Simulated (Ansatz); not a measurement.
**CH₃BOS: basis-set convergence**

How large a basis does CH₃BOS need? Two functionals are run in growing sets.

Method: one geometry, several basis sets; program: Ansatz 0.2.0, Gaussian basis.

The runs, in order: PBE0-D4/def2-SVP; ωB97M-V/def2-SVP; PBE0-D4/def2-QZVPP; ωB97M-V/def2-QZVPP; the functionals' def2-TZVPP values are taken from earlier runs.

## Step 1: Structure used throughout

The geometry comes from an earlier relaxation with PBE0-D4 in a triple-zeta def2 set; it is a stationary point, not always the lowest conformer.

SMILES `BSC=O`, 7 atoms, charge 0, spin multiplicity 1.

Atoms are counted from 1 here; the program's logs count them from 0.

Bond lengths: B1–S2 1.767 Å, B1–H5 1.189 Å, B1–H6 1.194 Å, S2–C3 1.805 Å, C3–O4 1.187 Å, C3–H7 1.106 Å. Angles: S2–B1–H5 117.6°, S2–B1–H6 119.6°, H5–B1–H6 122.8°, B1–S2–C3 100.5°, S2–C3–O4 123.0°, S2–C3–H7 112.2°, O4–C3–H7 124.8°.

## Step 2: PBE0-D4 in def2-SVP

The input, in.yaml:

```yaml
crystal:
  periodic: [false, false, false]
  atoms:
    - {symbol: B, position_ang: [0.354122, -0.500087, -1.226592]}
    - {symbol: S, position_ang: [0.455911, -0.995806, 0.466036]}
    - {symbol: C, position_ang: [-0.313466, 0.423884, 1.271826]}
    - {symbol: O, position_ang: [-0.452409, 0.503597, 2.447576]}
    - {symbol: H, position_ang: [0.790714, -1.243938, -2.045443]}
    - {symbol: H, position_ang: [-0.141128, 0.550047, -1.504246]}
    - {symbol: H, position_ang: [-0.632445, 1.194402, 0.545143]}
basis:
  gaussian: {orbitals: def2-SVP}
hamiltonian: {xc: pbe0, dispersion: d4}
output: {orbitals: {seedname: orbitals}}
```

The run is started by

```console
$ ansatz run in.yaml --threads 2 --pin off --events-out ev --progress --plain --max-ram 4352MiB
```

Standard output:

```text
Functional definition: PBE0
  name "PBE0"
  cite "Adamo & Barone, J. Chem. Phys. 110, 6158 (1999) doi:10.1063/1.478522"
  cite "Perdew, Burke & Ernzerhof, Phys. Rev. Lett. 77, 3865 (1996) doi:10.1103/PhysRevLett.77.3865"
  parent pbe
  parameter a = 0.25
  parameter kappa = 0.804
  parameter beta = 0.06672455060314922
  exchange = (1 - a)*pbe_x(kappa = kappa, mu = beta*pi^2/3) + a*exact_x
  correlation = pbe_c(beta = beta)
837 factors; their error is unknown
mean field evaluation 1: about -14626.6353 eV, gradient 3.9e1 eV
mean field evaluation 2: about -14618.0281 eV, gradient 7.8e1 eV
mean field evaluation 4: about -14629.8063 eV, gradient 3.5e0 eV
mean field evaluation 8: about -14629.8372 eV, gradient 3.3e-2 eV
mean field -14629.89485010 eV, -537.6387192424 hartree, gradient 5.2e-5 eV, S^2 0.000000; 0 other end points of the search recorded, 0 dependent functions left out
reference -14629.89486969 eV, -537.6387199622 hartree; 19, 19 occupied and 56, 56 virtual orbitals, 837 factors
Total energy: -14630.00283292 eV, -537.6426875376 hartree
```

It took 0.9 s on 2 threads of Arm Neoverse V1, shared host.

## Step 3: ωB97M-V in def2-SVP

Edit in.yaml of step 2 so:

```diff
@@ -12,3 +12,3 @@
   gaussian: {orbitals: def2-SVP}
-hamiltonian: {xc: pbe0, dispersion: d4}
+hamiltonian: {xc: {name: wB97M-V}}
 output: {orbitals: {seedname: orbitals}}
```

Same command.

Standard output (excerpt; [...] marks lines left out):

```text
Functional definition: wB97M-V
  name "wB97M-V"
  cite "Mardirossian & Head-Gordon, J. Chem. Phys. 144, 214110 (2016) doi:10.1063/1.4952647"
  cite "Becke, J. Chem. Phys. 107, 8554 (1997) doi:10.1063/1.475007"
  cite "Vydrov & Van Voorhis, J. Chem. Phys. 133, 244103 (2010) doi:10.1063/1.3521275"
  # Of w^i u^j: cxij and so on, Table III.
[...]
  gx(w, u) = 1 - cx + cx01*u + cx10*w
  gss(w, u) = css00 + css04*u^4 + css10*w + css20*w^2 + css43*w^4*u^3
  gos(w, u) = cos00 + cos10*w + (cos20 + cos21*u)*w^2 + (cos60 + cos61*u)*w^6
[...]
      + integral(e_c_pw_mod_opposite_spin*gos(b97_w_opposite, b97_u_opposite)) + vv10(b, c)
834 factors; their error is unknown
209 factors; integrals over basis functions are off by at most 1.4e-5 eV
[...]
mean field -14635.98745963 eV, -537.8626185128 hartree, gradient 2.4e-5 eV, S^2 0.000000; 0 other end points of the search recorded, 0 dependent functions left out
reference -14635.98749189 eV, -537.8626196983 hartree; 19, 19 occupied and 56, 56 virtual orbitals, 834 factors
Total energy: -14635.98749189 eV, -537.8626196983 hartree
```

It took 3.6 s on 2 threads of Arm Neoverse V1, shared host.

## Step 4: PBE0-D4 in def2-QZVPP

Edit in.yaml of step 3 so:

```diff
@@ -11,4 +11,4 @@
 basis:
-  gaussian: {orbitals: def2-SVP}
-hamiltonian: {xc: {name: wB97M-V}}
+  gaussian: {orbitals: "def2-QZVPP.json"}
+hamiltonian: {xc: pbe0, dispersion: d4}
 output: {orbitals: {seedname: orbitals}}
```

The command is unchanged.

Standard output:

```text
Functional definition: PBE0
  name "PBE0"
  cite "Adamo & Barone, J. Chem. Phys. 110, 6158 (1999) doi:10.1063/1.478522"
  cite "Perdew, Burke & Ernzerhof, Phys. Rev. Lett. 77, 3865 (1996) doi:10.1103/PhysRevLett.77.3865"
  parent pbe
  parameter a = 0.25
  parameter kappa = 0.804
  parameter beta = 0.06672455060314922
  exchange = (1 - a)*pbe_x(kappa = kappa, mu = beta*pi^2/3) + a*exact_x
  correlation = pbe_c(beta = beta)
1108 factors; their error is unknown
mean field evaluation 1: about -14634.4610 eV, gradient 4.6e1 eV
mean field evaluation 2: about -14625.9941 eV, gradient 8.1e1 eV
mean field evaluation 4: about -14638.5426 eV, gradient 4.5e0 eV
mean field evaluation 8: about -14638.5992 eV, gradient 2.6e-1 eV
mean field evaluation 16: about -14638.5993 eV, gradient 3.8e-5 eV
mean field -14638.59928504 eV, -537.9586013263 hartree, gradient 3.8e-5 eV, S^2 0.000000; 0 other end points of the search recorded, 0 dependent functions left out
reference -14638.59931730 eV, -537.9586025116 hartree; 19, 19 occupied and 312, 312 virtual orbitals, 1108 factors
Total energy: -14638.70728053 eV, -537.9625700871 hartree
```

Run time: 5.5 s. Hardware: 2 threads of Arm Neoverse V1, shared host; peak memory 0.73 GiB.

## Step 5: ωB97M-V in def2-QZVPP

Edit in.yaml of step 4 so:

```diff
@@ -12,3 +12,3 @@
   gaussian: {orbitals: "def2-QZVPP.json"}
-hamiltonian: {xc: pbe0, dispersion: d4}
+hamiltonian: {xc: {name: wB97M-V}}
 output: {orbitals: {seedname: orbitals}}
```

Same command.

Standard output (excerpt; [...] marks lines left out):

```text
Functional definition: wB97M-V
  name "wB97M-V"
  cite "Mardirossian & Head-Gordon, J. Chem. Phys. 144, 214110 (2016) doi:10.1063/1.4952647"
  cite "Becke, J. Chem. Phys. 107, 8554 (1997) doi:10.1063/1.475007"
  cite "Vydrov & Van Voorhis, J. Chem. Phys. 133, 244103 (2010) doi:10.1063/1.3521275"
  # Of w^i u^j: cxij and so on, Table III.
[...]
  gx(w, u) = 1 - cx + cx01*u + cx10*w
  gss(w, u) = css00 + css04*u^4 + css10*w + css20*w^2 + css43*w^4*u^3
  gos(w, u) = cos00 + cos10*w + (cos20 + cos21*u)*w^2 + (cos60 + cos61*u)*w^6
[...]
      + integral(e_c_pw_mod_opposite_spin*gos(b97_w_opposite, b97_u_opposite)) + vv10(b, c)
1080 factors; their error is unknown
268 factors; integrals over basis functions are off by at most 1.2e-5 eV
[...]
mean field -14644.81440863 eV, -538.1870029056 hartree, gradient 7.5e-5 eV, S^2 0.000000; 0 other end points of the search recorded, 0 dependent functions left out
reference -14644.81446220 eV, -538.1870048740 hartree; 19, 19 occupied and 312, 312 virtual orbitals, 1080 factors
Total energy: -14644.81446220 eV, -538.1870048740 hartree
```

Run time: 16 s. Hardware: 2 threads of Arm Neoverse V1, shared host; peak memory 0.9 GiB.

## Step 6: Functionals by basis

The def2-TZVPP values come from earlier runs at the same geometry.

| functional | basis | functions | energy (eV) | from the largest (eV) | HOMO (eV) | LUMO (eV) |
| --- | --- | --- | --- | --- | --- | --- |
| PBE0-D4 | def2-SVP | 75 | -14630.0028 | 8.704 | -8.11 | -1.95 |
| PBE0-D4 | def2-TZVPP | 177 | -14638.1680 | 0.539 | -8.18 | -2.06 |
| PBE0-D4 | def2-QZVPP | 331 | -14638.7073 | 0.000 | -8.20 | -2.08 |
| ωB97M-V | def2-SVP | 75 | -14635.9875 | 8.827 | -10.31 | 0.21 |
| ωB97M-V | def2-TZVPP | 177 | -14644.3036 | 0.511 | -10.42 | 0.01 |
| ωB97M-V | def2-QZVPP | 331 | -14644.8145 | 0.000 | -10.45 | -0.05 |

## Step 7: Outcome

| quantity | value |
| --- | --- |
| PBE0-D4: double and triple zeta above quadruple | 8.70, 0.54 eV |
| ωB97M-V: double and triple zeta above quadruple | 8.83, 0.51 eV |

What this shows: For PBE0-D4 the step from double to triple zeta gains 8.17 eV and the next only 0.54 eV. Total energies overstate the basis error of differences, where much of it tends to cancel.

For PBE0-D4 the largest set took about 6 times as long as the smallest (5.5 s against 0.9 s).
